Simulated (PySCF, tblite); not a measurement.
**CH₈GeOSi₂, a small gas-phase stand-in for a defect centre: NMR shifts, core binding energies and electronic excitations, part 1 of 2**

What NMR shifts, core binding energies and electronic excitations should one expect for `[SiH3][CH2][Ge][O][SiH3]`? It is drawn as: twofold Ge.

Computed with tblite 0.8.0 and PySCF 2.14.0; each step states its level. No surroundings beyond the atoms listed, unless a continuum is named. Atoms count from 0, parts from 1.

## Step 1: Starting point

13 atoms, charge 0, multiplicity 1; geometry: distance geometry start.

## Step 2: Relaxing the cluster with GFN2-xTB

What the job is given:

```
{"job": {"kind": "relax", "xc": "GFN2-xTB", "basis": "xTB"}, "charge": 0, "multiplicity": 1}
Ge     1.560428    -0.597745    -1.266264
O      1.549022    -2.429576    -1.429135
Si     0.500307    -3.540190    -0.512044
C      1.330519     1.322255    -1.345909
Si     0.460349     1.909657     0.189488
H      1.267226    -4.686688    -0.124189
H      0.017305    -2.876357     0.645235
H     -0.559664    -3.959265    -1.339395
H      2.277145     1.779759    -1.403604
H      0.763823     1.563335    -2.162329
H      0.455584     0.888180     1.154070
H     -0.859353     2.270745    -0.157410
H      1.153498     3.064708     0.704536
```

Level: GFN2-xTB geometry optimisation, gas phase.

Run with:

```console
OMP_NUM_THREADS=1 python cluster_run.py task.json out
```

This one command runs all jobs of the session in turn.

What it wrote:

```text
step      E/eV     max force
  0    -425.89700    4.898
  1    -426.71229    3.194
  2    -427.09165    6.687
  3    -427.47568    2.252
  4    -427.76183    1.567
  5    -427.93482    1.035
  6    -428.00233    1.015
  7    -428.17962    0.782
  8    -428.25610    0.639
  9    -428.31353    0.753
 10    -428.35716    0.758
 11    -428.44187    0.835
 12    -428.51700    0.970
 13    -428.59118    0.625
 14    -428.63344    0.528
 15    -428.67041    0.528
 16    -428.71191    0.577
 17    -428.75112    0.529
 18    -428.78167    0.429
 19    -428.80433    0.342
 20    -428.81941    0.337
 21    -428.83269    0.340
 22    -428.84278    0.224
 23    -428.84951    0.225
 24    -428.85635    0.203
 25    -428.86293    0.206
 26    -428.86741    0.211
 27    -428.87233    0.187
 28    -428.87843    0.254
 29    -428.88486    0.252
 30    -428.88949    0.196
 31    -428.89223    0.130
 32    -428.89489    0.145
 33    -428.89894    0.215
 34    -428.90406    0.248
 35    -428.90909    0.252
 36    -428.91389    0.190
 37    -428.91965    0.226
 38    -428.92703    0.264
 39    -428.93494    0.294
 40    -428.94076    0.180
 41    -428.94394    0.145
 42    -428.94628    0.157
 43    -428.94944    0.162
 44    -428.95411    0.205
 45    -428.95798    0.148
 46    -428.95986    0.135
 47    -428.96125    0.120
 48    -428.96247    0.115
 49    -428.96396    0.105
 50    -428.96636    0.125
 51    -428.96934    0.153
 52    -428.97289    0.151
 53    -428.97548    0.119
 54    -428.97726    0.100
 55    -428.97889    0.116
 56    -428.98121    0.137
 57    -428.98545    0.221
 58    -428.99278    0.376
 59    -429.00184    0.458
 60    -429.01141    0.375
 61    -429.01688    0.208
 62    -429.01087    0.617
 63    -429.02146    0.310
 64    -429.02331    0.146
 65    -429.02602    0.119
 66    -429.03263    0.221
 67    -429.03631    0.178
 68    -429.03829    0.120
 69    -429.03940    0.078
 70    -429.04077    0.082
 71    -429.04239    0.122
 72    -429.04386    0.100
 73    -429.04489    0.124
 74    -429.04583    0.078
 75    -429.04672    0.058
 76    -429.04716    0.044
 77    -429.04752    0.035
 78    -429.04767    0.029
 79    -429.04778    0.029
 80    -429.04788    0.031
 81    -429.04799    0.034
 82    -429.04812    0.035
 83    -429.04825    0.027
 84    -429.04835    0.027
 85    -429.04842    0.024
 86    -429.04848    0.024
 87    -429.04855    0.025
 88    -429.04863    0.035
 89    -429.04871    0.036
 90    -429.04879    0.031
 91    -429.04889    0.026
 92    -429.04898    0.025
 93    -429.04906    0.018
 94    -429.04911    0.014
 95    -429.04915    0.014
 96    -429.04918    0.014
 97    -429.04921    0.016
 98    -429.04925    0.014
 99    -429.04928    0.013
100    -429.04931    0.018
101    -429.04935    0.017
102    -429.04939    0.024
103    -429.04945    0.027
104    -429.04952    0.020
105    -429.04960    0.025
106    -429.04969    0.027
107    -429.04979    0.041
108    -429.04997    0.054
109    -429.05024    0.056
110    -429.05057    0.044
111    -429.05088    0.042
112    -429.05113    0.039
113    -429.05135    0.041
114    -429.05162    0.032
115    -429.05190    0.032
116    -429.05213    0.042
117    -429.05234    0.052
118    -429.05258    0.064
119    -429.05292    0.053
120    -429.05348    0.050
121    -429.05392    0.060
122    -429.05423    0.070
123    -429.05453    0.052
124    -429.05479    0.043
125    -429.05505    0.032
126    -429.05518    0.032
127    -429.05525    0.022
128    -429.05530    0.023
129    -429.05537    0.024
130    -429.05544    0.019
131    -429.05548    0.016
132    -429.05550    0.012
133    -429.05552    0.013
134    -429.05554    0.016
135    -429.05557    0.018
136    -429.05560    0.014
137    -429.05564    0.015
138    -429.05567    0.017
139    -429.05572    0.025
140    -429.05578    0.030
141    -429.05586    0.026
142    -429.05595    0.029
143    -429.05606    0.037
144    -429.05619    0.042
145    -429.05636    0.048
146    -429.05659    0.043
147    -429.05682    0.047
148    -429.05700    0.054
149    -429.05727    0.053
150    -429.05761    0.052
151    -429.05854    0.055
152    -429.05884    0.043
153    -429.05921    0.057
154    -429.05951    0.053
155    -429.05977    0.051
156    -429.06015    0.050
157    -429.06043    0.057
158    -429.06076    0.056
159    -429.06106    0.041
160    -429.06141    0.037
161    -429.06148    0.027
162    -429.06157    0.022
163    -429.06162    0.020
164    -429.06170    0.025
165    -429.06178    0.032
166    -429.06186    0.026
167    -429.06191    0.014
168    -429.06194    0.013
169    -429.06196    0.018
170    -429.06198    0.023
171    -429.06202    0.021
172    -429.06208    0.021
173    -429.06212    0.018
174    -429.06216    0.018
175    -429.06220    0.016
176    -429.06223    0.015
177    -429.06227    0.019
178    -429.06233    0.019
179    -429.06239    0.019
180    -429.06245    0.017
181    -429.06247    0.018
182    -429.06250    0.015
183    -429.06251    0.010
184    -429.06253    0.008
185    -429.06254    0.010
186    -429.06255    0.010
187    -429.06257    0.010
188    -429.06259    0.010
189    -429.06261    0.010
190    -429.06262    0.010
191    -429.06264    0.012
192    -429.06266    0.014
193    -429.06270    0.018
194    -429.06277    0.021
195    -429.06285    0.021
196    -429.06293    0.026
197    -429.06302    0.029
198    -429.06317    0.033
199    -429.06343    0.042
200    -429.06386    0.054
201    -429.06386    0.054
202    -429.06477    0.024
203    -429.06496    0.028
204    -429.06513    0.019
205    -429.06518    0.026
206    -429.06521    0.010
207    -429.06523    0.005
```

Wall time 4 s (1 thread of Arm Neoverse V1, shared host).

Along the way:

| step | energy from step 0 (eV) | largest force (eV/Å) |
| --- | --- | --- |
| 0 | 0.0000 | 4.8976 |
| 8 | -2.3591 | 0.6390 |
| 16 | -2.8149 | 0.5773 |
| 24 | -2.9594 | 0.2030 |
| 32 | -2.9979 | 0.1452 |
| 40 | -3.0438 | 0.1800 |
| 48 | -3.0655 | 0.1149 |
| 56 | -3.0842 | 0.1374 |
| 64 | -3.1263 | 0.1452 |
| 72 | -3.1469 | 0.1003 |
| 80 | -3.1509 | 0.0306 |
| 88 | -3.1516 | 0.0351 |
| 96 | -3.1522 | 0.0146 |
| 104 | -3.1525 | 0.0206 |
| 112 | -3.1541 | 0.0392 |
| 120 | -3.1565 | 0.0502 |
| 128 | -3.1583 | 0.0229 |
| 136 | -3.1586 | 0.0140 |
| 144 | -3.1592 | 0.0426 |
| 152 | -3.1618 | 0.0435 |
| 160 | -3.1644 | 0.0371 |
| 168 | -3.1649 | 0.0133 |
| 176 | -3.1652 | 0.0154 |
| 184 | -3.1655 | 0.0081 |
| 192 | -3.1657 | 0.0137 |
| 200 | -3.1669 | 0.0530 |
| 207 | -3.1682 | 0.0055 |

Close pairs (by a distance rule), those that changed most:

| bond | before (Å) | after (Å) | change (Å) |
| --- | --- | --- | --- |
| O1–Si2 | 1.782 | 1.620 | -0.161 |
| Ge0–C3 | 1.935 | 2.047 | +0.112 |
| C3–H9 | 1.023 | 1.093 | +0.070 |
| Ge0–O1 | 1.839 | 1.773 | -0.066 |
| Si4–H10 | 1.405 | 1.466 | +0.061 |
| Si4–H11 | 1.412 | 1.470 | +0.059 |
| Si2–H7 | 1.408 | 1.466 | +0.058 |
| Si2–H6 | 1.419 | 1.464 | +0.045 |

## Step 3: Geometry optimisation at PBE0-D3(BJ)/def2-SVP

What the job is given:

```
{"job": {"xc": "PBE0", "basis": "def2-SVP", "d3": "d3bj", "grid": 2, "kind": "geom", "shake": 0.01}, "charge": 0, "multiplicity": 1}
Ge     2.077422    -0.065509    -0.500381
O      1.092281    -1.482780    -0.112396
Si    -0.228497    -2.397086     0.162526
C      0.541189     1.234999    -0.921669
Si    -0.446759     1.817135     0.599535
H      0.131986    -3.714252    -0.350474
H     -0.402546    -2.395579     1.620804
H     -1.362156    -1.843383    -0.529982
H      0.900721     2.106020    -1.434614
H     -0.188049     0.722712    -1.582954
H     -1.061423     0.695729     1.334096
H     -1.496928     2.764500     0.219206
H      0.452968     2.540123     1.503706
```

What it wrote:

```text
step   0  E = -2772.99565357  max force = 0.024651
step   1  E = -2773.00290486  max force = 0.007151
step   2  E = -2773.00316230  max force = 0.002366
step   3  E = -2773.00326665  max force = 0.001573
step   4  E = -2773.00331157  max force = 0.001083
step   5  E = -2773.00333599  max force = 0.000809
step   6  E = -2773.00335004  max force = 0.000454
step   7  E = -2773.00335929  max force = 0.000307
optimisation converged
```

It took 99 s on 1 thread of Arm Neoverse V1, shared host; peak memory 0.69 GiB.

Along the way:

| step | energy from step 0 (eV) | largest force component (eV/Å) |
| --- | --- | --- |
| 0 | 0.0000 | 1.2676 |
| 1 | -0.1973 | 0.3677 |
| 2 | -0.2043 | 0.1217 |
| 3 | -0.2072 | 0.0809 |
| 4 | -0.2084 | 0.0557 |
| 5 | -0.2090 | 0.0416 |
| 6 | -0.2094 | 0.0233 |
| 7 | -0.2097 | 0.0158 |

Distances of close pairs at the start and the end, largest changes first:

| bond | before (Å) | after (Å) | change (Å) |
| --- | --- | --- | --- |
| Si2–H7 | 1.439 | 1.498 | +0.058 |
| Ge0–C3 | 2.056 | 2.003 | -0.054 |
| Si2–H5 | 1.459 | 1.493 | +0.034 |
| Si4–H12 | 1.466 | 1.498 | +0.032 |
| O1–Si2 | 1.630 | 1.661 | +0.032 |
| Si4–H11 | 1.465 | 1.496 | +0.031 |
| C3–H8 | 1.073 | 1.104 | +0.031 |
| C3–Si4 | 1.905 | 1.880 | -0.025 |

The end geometry stands in the next job.

| at the end point | value |
| --- | --- |
| point group (found at 0.08 Å tolerance) | C1 |
| rotational constants (GHz, main isotopes) | 1.938, 1.485, 0.908 |
| dipole moment (D) | 1.30 |

## Step 4: Nuclear shieldings: PBE0/pcSseg-1

What the job is given:

```
{"job": {"kind": "nmr", "xc": "PBE0", "basis": "pcSseg-1"}, "charge": 0, "multiplicity": 1}
Ge     2.107709     0.124964    -0.532605
O      1.339637    -1.399198     0.012420
Si    -0.056166    -2.268650     0.248361
C      0.447482     1.157518    -0.967479
Si    -0.524147     1.742825     0.532209
H      0.185539    -3.688614    -0.143715
H     -0.454897    -2.219129     1.686211
H     -1.182205    -1.734705    -0.582183
H      0.736436     2.036718    -1.569318
H     -0.220116     0.521112    -1.576589
H     -1.094009     0.571846     1.267949
H     -1.647991     2.654774     0.154038
H      0.371921     2.482043     1.478220
```

Level: GIAO PBE0/pcSseg-1 NMR shielding, non-relativistic, gas phase.

What it wrote:

```text
coarse grid: 50376 points
cycle   1  E = -2773.0942395312  dE = -6.195e-01  |g| = 1.177e+00  |ddm| = 3.319e+00
cycle   2  E = -2772.3974536329  dE =  6.968e-01  |g| = 2.118e+00  |ddm| = 2.061e+00
cycle   3  E = -2773.2324033431  dE = -8.349e-01  |g| = 4.427e-01  |ddm| = 1.693e+00
cycle   4  E = -2773.2690874439  dE = -3.668e-02  |g| = 1.156e-01  |ddm| = 3.802e-01
cycle   5  E = -2773.2712486762  dE = -2.161e-03  |g| = 3.753e-02  |ddm| = 1.432e-01
cycle   6  E = -2773.2716335782  dE = -3.849e-04  |g| = 7.979e-03  |ddm| = 4.350e-02
cycle   7  E = -2773.2716454044  dE = -1.183e-05  |g| = 2.374e-03  |ddm| = 8.303e-03
cycle   8  E = -2773.2716465585  dE = -1.154e-06  |g| = 2.816e-04  |ddm| = 2.563e-03
final grid: 102288 points
cycle   9  E = -2773.2716361527  dE = -4.391e-08  |g| = 2.755e-04  |ddm| = 1.287e-03
cycle  10  E = -2773.2716361439  dE =  8.731e-09  |g| = 3.301e-04  |ddm| = 5.631e-04
cycle  11  E = -2773.2716361709  dE = -2.693e-08  |g| = 4.141e-05  |ddm| = 3.171e-04
cycle  12  E = -2773.2716361713  dE = -4.638e-10  |g| = 8.128e-06  |ddm| = 5.116e-05
converged SCF energy = -2773.2716361713

GIAO shielding tensors (ppm)
atom      isotropic    diamagn.    paramagn.     s11        s22        s33       span
  0 Ge     490.887    2752.882   -2261.995   -995.445   1069.126   1398.980   2394.425
  1 O      103.076     402.623    -299.547    -63.478    -12.558    385.265    448.743
  2 Si     397.421     878.788    -481.367    351.792    374.032    466.438    114.646
  3 C      148.544     259.712    -111.168     85.196    160.203    200.233    115.036
  4 Si     439.620     880.032    -440.412    403.390    444.846    470.624     67.233
  5 H       26.045      27.864      -1.819     22.896     24.323     30.917      8.021
  6 H       26.030      29.269      -3.238     23.101     24.485     30.505      7.404
  7 H       25.876      30.763      -4.887     22.571     25.636     29.421      6.850
  8 H       29.633      30.849      -1.216     26.795     28.740     33.365      6.569
  9 H       29.954      33.602      -3.648     27.059     28.243     34.560      7.502
 10 H       27.220      30.618      -3.398     22.990     27.322     31.347      8.357
 11 H       27.288      28.513      -1.225     24.005     24.874     32.986      8.981
 12 H       27.424      28.960      -1.536     24.443     25.657     32.173      7.730
```

It took 24 s on 1 thread of Arm Neoverse V1, shared host; peak memory 0.96 GiB.

Shifts follow as δ = σ(reference) − σ, with reference shieldings (ppm) from runs at the same level and on the same kind of geometry: ¹H TMS 31.27, ¹³C TMS 184.4, ²⁹Si TMS 352.0, ¹⁷O H2O 334.6, ⁷³Ge GeMe4 1330. The references are single molecules in the gas phase, so shifts against H2O, NH3, PH3, H3PO4 or CFCl3 are not on the usual liquid scales and can be off by tens of ppm.

| atoms | environment | σ (ppm) | δ (ppm) |
| --- | --- | --- | --- |
| C3 | carbon bonded to Ge, Si, 2 H | 148.5 | 35.9 |
| H7 | hydrogen on a silicon bonded to O | 25.88 | 5.39 |
| H6 | hydrogen on a silicon bonded to O | 26.03 | 5.24 |
| H5 | hydrogen on a silicon bonded to O | 26.05 | 5.22 |
| H10 | hydrogen on a silicon bonded to C | 27.22 | 4.05 |
| H11 | hydrogen on a silicon bonded to C | 27.29 | 3.98 |
| H12 | hydrogen on a silicon bonded to C | 27.42 | 3.84 |
| H8 | hydrogen on a carbon bonded to Ge, Si | 29.63 | 1.63 |
| H9 | hydrogen on a carbon bonded to Ge, Si | 29.95 | 1.31 |
| Ge0 | germanium bonded to C, O | 491 | 839 |
| O1 | oxygen bonded to Ge, Si | 103.1 | 231.5 |
| Si2 | silicon bonded to O, 3 H | 397.4 | -45.4 |
| Si4 | silicon bonded to C, 3 H | 439.6 | -87.6 |

The run also stored atomic charges by several schemes (e):

| atoms | Mulliken | IAO | Hirshfeld | ESP fit |
| --- | --- | --- | --- | --- |
| Ge0 | 0.75 | 0.67 | 0.36 | -0.02 |
| O1 | -0.84 | -0.81 | -0.33 | -0.30 |
| Si2 | 0.70 | 0.82 | 0.36 | 0.63 |
| C3 | -0.87 | -0.82 | -0.27 | 0.34 |
| Si4 | 0.47 | 0.59 | 0.30 | 0.02 |

Mayer bond orders: Ge0–O1 0.80, O1–Si2 0.93, Ge0–C3 0.90, C3–Si4 0.89.

(Continued in part 2 of 2.)
